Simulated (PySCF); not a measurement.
# C4H8BCl: the cost of one run

Programs: PySCF 2.14.0, with density-fitted response routines of our own. Each step states its level of theory. These are calculated values for one molecule in the gas phase, unless marked as measured. Atoms count from 0, in the outputs and in this text.

## 1. The molecule as given

14 atoms, charge 0, multiplicity 1; geometry from: GFN2-xTB.

Bonds of the start (Å): C0–C1 1.52, C1–C2 1.50, C2–C3 1.34, C3–B4 1.54, B4–Cl5 1.70, C0–H6 1.09, C0–H7 1.09, C0–H8 1.09, C1–H9 1.09, C1–H10 1.09, C2–H11 1.08, C3–H12 1.09, B4–H13 1.17.

## 2. Ultraviolet spectrum: PBE0/def2-SVPD

What the job is given:

```
{"job": {"kind": "uv", "xc": "PBE0", "basis": "def2-SVPD", "nstates": 8, "ntriplets": 3}, "charge": 0, "multiplicity": 1}
C      2.102553     0.132400    -0.693571
C      0.744601    -0.372077    -0.217146
C     -0.226852     0.740623     0.018696
C     -1.493237     0.606531     0.439434
B     -2.215315    -0.714236     0.769538
Cl    -3.835590    -0.652690     1.289968
H      2.002326     0.676088    -1.630594
H      2.545661     0.797018     0.045077
H      2.782299    -0.701123    -0.853879
H      0.867679    -0.942247     0.707140
H      0.328321    -1.060637    -0.956886
H      0.164323     1.732737    -0.179425
H     -2.054626     1.528018     0.555369
H     -1.712821    -1.770878     0.684113
```

With the program's defaults for keys left out, this is: TDDFT PBE0/def2-SVPD, vertical, gas phase, core orbitals frozen in the response.

The run is started by

```bash
$ OMP_NUM_THREADS=1 python probes_run.py task.json out
```

This one command runs all jobs of the session in turn.

**Question.** How long does this first job take on 1 thread of Arm Neoverse N1, shared host, and how much memory does it need?

About 46 s, with a peak of 0.75 GiB.
